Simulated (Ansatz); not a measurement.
# C6H12F4Si4 ((FSi)4CH26 adamantane): the cost of one run

The runs use Ansatz 0.2.0, Gaussian basis; RKS PBE0-D4/def2-TZVP.

Levels to be run: relaxation at PBE0-D4/def2-SVP; a single point at PBE0-D4/def2-TZVP.

5 further runs of the same task are left out: 3 that didn't finish, 2 set aside as unsound or not needed. Runs told in other sessions of the task aren't counted.

## 1. The starting structure

26 atoms, charge 0, spin multiplicity 1.

Atoms are counted from 1 here; the program's logs count them from 0.

Bond lengths: Si1–F2 1.633 Å, Si1–C3 1.894 Å, Si1–C9 1.894 Å, Si1–C13 1.894 Å, C3–Si4 1.894 Å, C3–H15 1.087 Å, C3–H16 1.088 Å, Si4–F5 1.633 Å, Si4–C6 1.894 Å, Si4–C14 1.894 Å, C6–Si7 1.894 Å, C6–H17 1.088 Å, C6–H18 1.088 Å, Si7–F8 1.633 Å, Si7–C9 1.894 Å, Si7–C10 1.894 Å, C9–H19 1.088 Å, C9–H20 1.088 Å and more. Angles: F2–Si1–C3 109.4°, F2–Si1–C9 109.4°, F2–Si1–C13 109.3°, C3–Si1–C9 109.6°, C3–Si1–C13 109.6°, C9–Si1–C13 109.6°, Si1–C3–Si4 109.2°, Si1–C3–H15 110.4°, Si1–C3–H16 110.3°, Si4–C3–H15 110.4°, Si4–C3–H16 110.3°, H15–C3–H16 106.2°, C3–Si4–F5 109.3°, C3–Si4–C6 109.7°, C3–Si4–C14 109.5°, F5–Si4–C6 109.3°, F5–Si4–C14 109.4°, C6–Si4–C14 109.6° and more.

Geometry (Å):

```xyz
26
C6H12F4Si4
Si   -1.03835   -1.56796    0.19663
F    -1.93566   -2.92167    0.36661
C     0.20043   -1.45283    1.62439
Si    1.23991    0.11710    1.42277
F     2.31072    0.21835    2.65141
C     2.17642    0.05548   -0.22192
Si    0.93162   -0.06273   -1.64413
F     1.73575   -0.11628   -3.06452
C    -0.10422   -1.63611   -1.44930
C    -0.20284    1.45330   -1.62373
Si   -1.13286    1.51348    0.02465
F    -2.11060    2.82153    0.04762
C    -2.17647   -0.05472    0.21954
C     0.10703    1.63426    1.45084
H     0.84053   -2.33177    1.64206
H    -0.32247   -1.43928    2.57812
H     2.79806    0.94065   -0.33597
H     2.85385   -0.79521   -0.24027
H    -0.80244   -1.73500   -2.27740
H     0.53425   -2.51601   -1.48479
H     0.37751    2.36235   -1.76449
H    -0.90544    1.41087   -2.45288
H    -2.74222   -0.02035    1.14761
H    -2.91030   -0.12162   -0.58065
H     0.69382    2.54603    1.36551
H    -0.41607    1.69815    2.40229
```

The start is a GFN2-xTB geometry.

## 2. Optimising with PBE0-D4/def2-SVP

Contents of in.yaml:

```yaml
crystal:
  periodic: [false, false, false]
  atoms:
    - {symbol: Si, position_ang: [-1.038350, -1.567960, 0.196630]}
    - {symbol: F, position_ang: [-1.935660, -2.921670, 0.366610]}
    - {symbol: C, position_ang: [0.200430, -1.452830, 1.624390]}
    - {symbol: Si, position_ang: [1.239910, 0.117100, 1.422770]}
    - {symbol: F, position_ang: [2.310720, 0.218350, 2.651410]}
    - {symbol: C, position_ang: [2.176420, 0.055480, -0.221920]}
    - {symbol: Si, position_ang: [0.931620, -0.062730, -1.644130]}
    - {symbol: F, position_ang: [1.735750, -0.116280, -3.064520]}
    - {symbol: C, position_ang: [-0.104220, -1.636110, -1.449300]}
    - {symbol: C, position_ang: [-0.202840, 1.453300, -1.623730]}
    - {symbol: Si, position_ang: [-1.132860, 1.513480, 0.024650]}
    - {symbol: F, position_ang: [-2.110600, 2.821530, 0.047620]}
    - {symbol: C, position_ang: [-2.176470, -0.054720, 0.219540]}
    - {symbol: C, position_ang: [0.107030, 1.634260, 1.450840]}
    - {symbol: H, position_ang: [0.840530, -2.331770, 1.642060]}
    - {symbol: H, position_ang: [-0.322470, -1.439280, 2.578120]}
    - {symbol: H, position_ang: [2.798060, 0.940650, -0.335970]}
    - {symbol: H, position_ang: [2.853850, -0.795210, -0.240270]}
    - {symbol: H, position_ang: [-0.802440, -1.735000, -2.277400]}
    - {symbol: H, position_ang: [0.534250, -2.516010, -1.484790]}
    - {symbol: H, position_ang: [0.377510, 2.362350, -1.764490]}
    - {symbol: H, position_ang: [-0.905440, 1.410870, -2.452880]}
    - {symbol: H, position_ang: [-2.742220, -0.020350, 1.147610]}
    - {symbol: H, position_ang: [-2.910300, -0.121620, -0.580650]}
    - {symbol: H, position_ang: [0.693820, 2.546030, 1.365510]}
    - {symbol: H, position_ang: [-0.416070, 1.698150, 2.402290]}
basis:
  gaussian: {orbitals: def2-SVP}
hamiltonian: {xc: pbe0, dispersion: d4}
scf: {lower_state_search: "off"}
output: {orbitals: {seedname: orbitals}}
relax: {f_tol: 0.03, max_steps: 70}
```

On the command line:

```bash
$ ansatz run in.yaml --threads 4 --pin off --events-out ev --progress --plain --max-ram 6963MiB
```

**Question.** How long does this run take on 4 threads of Arm Neoverse V2, shared host, and how much memory does it need?

About 60 s, with a peak of 1.4 GiB.
